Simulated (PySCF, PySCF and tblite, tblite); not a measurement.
# C4H4FN2O−: a path driven as rotation about a bond, and NMR exchange, part 2 of 2

PySCF and tblite. Atoms count from 0.

## 8. Shieldings, saddle of leg 1: BHandHLYP/pcSseg-1

What the job is given:

```
{"job": {"kind": "nmr", "xc": "BHandHLYP", "basis": "pcSseg-1", "pop": false}, "charge": -1, "multiplicity": 1}
C     -2.048834    -0.158612    -0.014761
O     -1.043785    -0.399306     0.911280
C      0.226460    -0.114919     0.454298
C      0.897848    -0.626667    -0.649638
N      2.147671    -0.050644    -0.689327
C      2.109843     0.729850     0.370983
F      3.177229     1.486294     0.704293
N      1.010212     0.770162     1.115321
H     -2.007624    -0.842811    -0.886906
H     -2.015887     0.876583    -0.409847
H     -3.020698    -0.313177     0.487092
H      0.567566    -1.356753    -1.392789
```

The log of the run:

```text
coarse grid: 11120 points
cycle   1  E = -438.9627188627  dE =  1.685e+00  |g| = 7.583e-01  |ddm| = 3.254e+00
cycle   2  E = -438.9740405474  dE = -1.132e-02  |g| = 7.870e-01  |ddm| = 1.064e+00
cycle   3  E = -439.0785641521  dE = -1.045e-01  |g| = 5.725e-02  |ddm| = 4.911e-01
cycle   4  E = -439.0791695272  dE = -6.054e-04  |g| = 3.560e-02  |ddm| = 7.905e-02
cycle   5  E = -439.0794234334  dE = -2.539e-04  |g| = 1.029e-02  |ddm| = 3.323e-02
cycle   6  E = -439.0794452892  dE = -2.186e-05  |g| = 3.941e-03  |ddm| = 1.104e-02
cycle   7  E = -439.0794491946  dE = -3.905e-06  |g| = 1.254e-03  |ddm| = 4.254e-03
final grid: 111120 points
cycle   8  E = -439.1286088029  dE = -1.469e-05  |g| = 4.081e-03  |ddm| = 1.168e-02
cycle   9  E = -439.1286076347  dE =  1.168e-06  |g| = 4.832e-03  |ddm| = 5.954e-03
cycle  10  E = -439.1286118724  dE = -4.238e-06  |g| = 4.431e-04  |ddm| = 3.357e-03
cycle  11  E = -439.1286119113  dE = -3.886e-08  |g| = 1.952e-04  |ddm| = 5.238e-04
cycle  12  E = -439.1286119193  dE = -8.013e-09  |g| = 6.121e-05  |ddm| = 1.959e-04
cycle  13  E = -439.1286119201  dE = -7.856e-10  |g| = 8.497e-06  |ddm| = 5.187e-05
converged SCF energy = -439.1286119201

GIAO shielding tensors (ppm)
atom      isotropic    diamagn.    paramagn.     s11        s22        s33       span
  0 C      125.044     242.193    -117.149     95.555    101.819    177.757     82.202
  1 O      295.763     398.650    -102.887    228.153    300.875    358.263    130.110
  2 C       24.513     249.158    -224.645    -38.193     33.409     78.323    116.515
  3 C       81.255     256.339    -175.083     21.644     86.993    135.130    113.486
  4 N       20.312     338.830    -318.518   -155.677      4.476    212.136    367.813
  5 C       22.242     253.712    -231.471    -55.089     48.119     73.695    128.784
  6 F      319.977     471.833    -151.856    228.971    327.262    403.697    174.726
  7 N       26.703     335.819    -309.116   -125.992      9.209    196.891    322.883
  8 H       28.099      30.528      -2.429     23.747     26.747     33.803     10.055
  9 H       28.366      30.037      -1.671     24.844     26.611     33.643      8.799
 10 H       28.152      28.924      -0.772     24.197     25.918     34.341     10.144
 11 H       25.743      33.804      -8.062     22.746     26.101     28.381      5.635
```

It took 12 s on 1 thread of Arm Neoverse V1, shared host; peak memory 0.75 GiB.

Key values: HOMO -1.49 eV, LUMO 5.74 eV.

## 9. Shieldings, end: BHandHLYP/pcSseg-1

What the job is given:

```
{"job": {"kind": "nmr", "xc": "BHandHLYP", "basis": "pcSseg-1", "pop": false}, "charge": -1, "multiplicity": 1}
C     -2.018046    -0.329734    -0.026974
O     -1.119473     0.174545     0.892206
C      0.178991     0.204187     0.443265
C      0.715559    -0.201965    -0.776110
N      2.074837     0.038752    -0.732958
C      2.212760     0.549110     0.470173
F      3.425674     0.933306     0.920406
N      1.144922     0.690244     1.251685
H     -1.782864    -1.376416    -0.314973
H     -2.036431     0.263883    -0.965606
H     -3.022438    -0.305678     0.426289
H      0.231553    -0.636485    -1.652942
```

The log of the run:

```text
coarse grid: 11120 points
cycle   1  E = -438.9653029041  dE =  1.711e+00  |g| = 7.566e-01  |ddm| = 3.261e+00
cycle   2  E = -438.9771655854  dE = -1.186e-02  |g| = 7.834e-01  |ddm| = 1.082e+00
cycle   3  E = -439.0809924008  dE = -1.038e-01  |g| = 5.899e-02  |ddm| = 4.827e-01
cycle   4  E = -439.0816120467  dE = -6.196e-04  |g| = 3.621e-02  |ddm| = 7.661e-02
cycle   5  E = -439.0818731476  dE = -2.611e-04  |g| = 9.540e-03  |ddm| = 3.200e-02
cycle   6  E = -439.0818915038  dE = -1.836e-05  |g| = 3.720e-03  |ddm| = 1.017e-02
cycle   7  E = -439.0818948721  dE = -3.368e-06  |g| = 1.210e-03  |ddm| = 3.986e-03
final grid: 111120 points
cycle   8  E = -439.1309076985  dE = -1.580e-05  |g| = 4.027e-03  |ddm| = 1.252e-02
cycle   9  E = -439.1309064951  dE =  1.203e-06  |g| = 4.807e-03  |ddm| = 5.972e-03
cycle  10  E = -439.1309107546  dE = -4.259e-06  |g| = 4.802e-04  |ddm| = 3.416e-03
cycle  11  E = -439.1309108020  dE = -4.737e-08  |g| = 1.926e-04  |ddm| = 5.551e-04
cycle  12  E = -439.1309108099  dE = -7.894e-09  |g| = 6.844e-05  |ddm| = 1.982e-04
cycle  13  E = -439.1309108108  dE = -9.727e-10  |g| = 9.597e-06  |ddm| = 6.115e-05
converged SCF energy = -439.1309108108

GIAO shielding tensors (ppm)
atom      isotropic    diamagn.    paramagn.     s11        s22        s33       span
  0 C      131.765     243.524    -111.759    103.178    110.822    181.294     78.116
  1 O      267.835     398.532    -130.697    170.081    298.734    334.690    164.609
  2 C       23.730     249.019    -225.289    -35.445     29.461     77.175    112.620
  3 C       91.258     256.504    -165.246     37.050    100.175    136.548     99.498
  4 N       26.162     338.335    -312.173   -145.754     11.359    212.880    358.634
  5 C       20.149     254.094    -233.945    -60.663     47.253     73.858    134.521
  6 F      318.655     471.692    -153.037    230.132    326.103    399.730    169.598
  7 N       33.535     336.436    -302.901   -110.577     15.054    196.127    306.704
  8 H       28.252      30.385      -2.133     25.350     26.053     33.354      8.004
  9 H       28.261      30.381      -2.119     25.390     26.050     33.344      7.954
 10 H       28.127      28.875      -0.748     23.714     26.462     34.205     10.491
 11 H       26.143      34.310      -8.167     22.843     26.705     28.881      6.038
```

Run time: 12 s. Hardware: 1 thread of Arm Neoverse V1, shared host; peak memory 0.75 GiB.

Key values: HOMO -1.39 eV, LUMO 5.69 eV.

## 10. Kinetics and line shapes

What the job is given:

```
{"job": {"smiles": "COc1cnc(F)[n-]1", "charge": -1, "mult": 1, "motion": "rotation", "what": "aryl ether", "atoms": [2, 1], "drives": [{"terms": [["t", [3, 2, 1, 0], 0.5], ["t", [7, 2, 1, 0], 0.5]], "by": 180, "n": 12}], "study": "path", "level": {"kind": "nmr", "xc": "BHandHLYP", "basis": "pcSseg-1"}, "fields": [60, 100, 800], "first": 0, "seed": 176, "refine": {"xc": "PBE0", "basis": "def2-SVP"}, "kind": "path"}, "charge": -1, "multiplicity": 1}
C     -2.070314     0.159504     0.116739
O     -1.148846    -0.863197    -0.123719
C      0.170037    -0.420109    -0.092161
C      1.297367    -1.176840    -0.286913
N      2.390504    -0.357179    -0.172745
C      1.832521     0.807810     0.078112
F      2.587713     1.926949     0.265164
N      0.507404     0.874124     0.146551
H     -1.984520     0.955526    -0.632394
H     -1.913721     0.611424     1.103415
H     -3.064782    -0.292330     0.068044
H      1.397836    -2.226367    -0.496121
```

The log of the run:

```text
stationary points (kcal/mol above the start)
  n  kind          group   xTB      DFT    lowest mode
  0  minimum      Cs       0.00     0.00      60.3
  1  saddle       C1       3.10     2.96     -60.1
  2  minimum      Cs       2.53     1.43      51.3

GFN2-xTB energies: T/K, barrier G, reaction G (kcal/mol), k forward, k back (1/s)
 150.00     3.18     2.68   1.47e+08   1.18e+12
 200.00     3.29     2.72    2.1e+09   1.98e+12
 250.00     3.42     2.76   1.06e+10   2.75e+12
 298.15     3.56     2.80   3.06e+10   3.46e+12
 350.00     3.71     2.84   6.99e+10   4.16e+12
 400.00     3.87     2.88   1.28e+11   4.78e+12
 500.00     4.21     2.95   3.02e+11   5.91e+12

PBE0-D3(BJ)/def2-SVP energies: T/K, barrier G, reaction G (kcal/mol), k forward, k back (1/s)
 150.00     3.19     1.24    1.4e+08   9.05e+09
 200.00     3.31     1.28   2.03e+09   5.12e+10
 250.00     3.44     1.32   1.03e+10   1.48e+11
 298.15     3.57     1.36   2.99e+10   2.98e+11
 350.00     3.73     1.40   6.86e+10   5.16e+11
 400.00     3.89     1.44   1.26e+11    7.7e+11
 500.00     4.22     1.52   2.98e+11   1.37e+12

BHandHLYP/pcSseg-1 + D3(BJ) energies: T/K, barrier G, reaction G (kcal/mol), k forward, k back (1/s)
 150.00     3.04     1.58   2.36e+08   4.72e+10
 200.00     3.15     1.62   2.99e+09   1.77e+11
 250.00     3.28     1.66   1.41e+10   3.99e+11
 298.15     3.42     1.70   3.88e+10   6.85e+11
 350.00     3.57     1.74   8.57e+10   1.05e+12
 400.00     3.73     1.78   1.53e+11   1.43e+12
 500.00     4.07     1.85   3.48e+11   2.25e+12
```

Run time: 3.2 min. Hardware: 1 thread of Arm Neoverse V1, shared host; peak memory 0.75 GiB. This counts the whole study up to here.

Barriers by level (kcal/mol; entropies in cal/(mol K)). Zero-point and thermal terms come from xTB in every row. ΔG‡ leaves symmetry out; the rate counts equivalent paths (a factor of 2); effective ΔG‡, where given, is the barrier that would give that rate by Eyring's equation alone:

| level | ΔE‡ | with zero-point | ΔH‡ | ΔS‡ | ΔG‡ (298 K) | ΔE of reaction | k at 298 K (1/s) | effective ΔG‡ |
| --- | --- | --- | --- | --- | --- | --- | --- | --- |
| GFN2-xTB | 3.10 | 2.95 | 2.41 | -3.8 | 3.56 | 2.53 | 3.1e+10 | 3.15 |
| PBE0-D3(BJ)/def2-SVP | 3.11 | 2.97 | 2.43 | -3.8 | 3.57 | 1.09 | 3e+10 | 3.16 |
| BHandHLYP/pcSseg-1 + D3(BJ) | 2.96 | 2.81 | 2.27 | -3.8 | 3.42 | 1.43 | 3.9e+10 | 3.01 |

Sites that the driver pairs across this motion, and where their lines would merge (no couplings; faster rotations or exchange between molecules can average them sooner):

| nucleus | sites: shielding (ppm) | proton frequency (MHz) | spread (Hz) | coalescence (K) | lines at 298 K |
| --- | --- | --- | --- | --- | --- |
| ¹⁹F | F6: 321.7; F6 (end): 318.7 | 800 | 2288 | not given | – |
| ¹⁷O | O1: 288.7; O1 (end): 267.8 | 800 | 2269 | not given | – |
| ¹³C | C3: 86.7; C3 (end): 91.3 | 800 | 910 | not given | – |
| ¹⁵N | N7: 41.3; N7 (end): 33.5 | 800 | 630 | not given | – |
| ¹³C | C5: 22.6; C5 (end): 20.1 | 800 | 491 | not given | – |
| ¹³C | C2: 26.1; C2 (end): 23.7 | 800 | 477 | not given | – |
| ¹⁵N | N4: 20.8; N4 (end): 26.2 | 800 | 433 | not given | – |
| ¹H | H11: 25.88; H11 (end): 26.14 | 800 | 215 | not given | – |

A dash: the driver gave no coalescence for this row (it judged the minor form too scarce).

Rows that set an atom against itself at the end compare its shielding in the two forms.

Lines of quadrupolar nuclei are broad, so their coalescence could hardly be seen.

## 11. Results

What follows sums up all 2 parts.

```
                             quantity                             value
barrier (BHandHLYP/pcSseg-1 + D3(BJ))  ΔE‡ 3.0, ΔG‡(298 K) 3.4 kcal/mol
                   barrier (GFN2-xTB)                  ΔE‡ 3.1 kcal/mol
                        rate at 298 K                       3.9e+10 s⁻¹
                      end of the path       1.4 kcal/mol from the start
```

The barrier is 3.0 kcal/mol at the DFT level (xTB: 3.1); with thermal terms and the count of paths the DFT value gives a rate of 3.9e+10 s⁻¹ at 298 K. An error of 1.4 kcal/mol changes that rate tenfold.
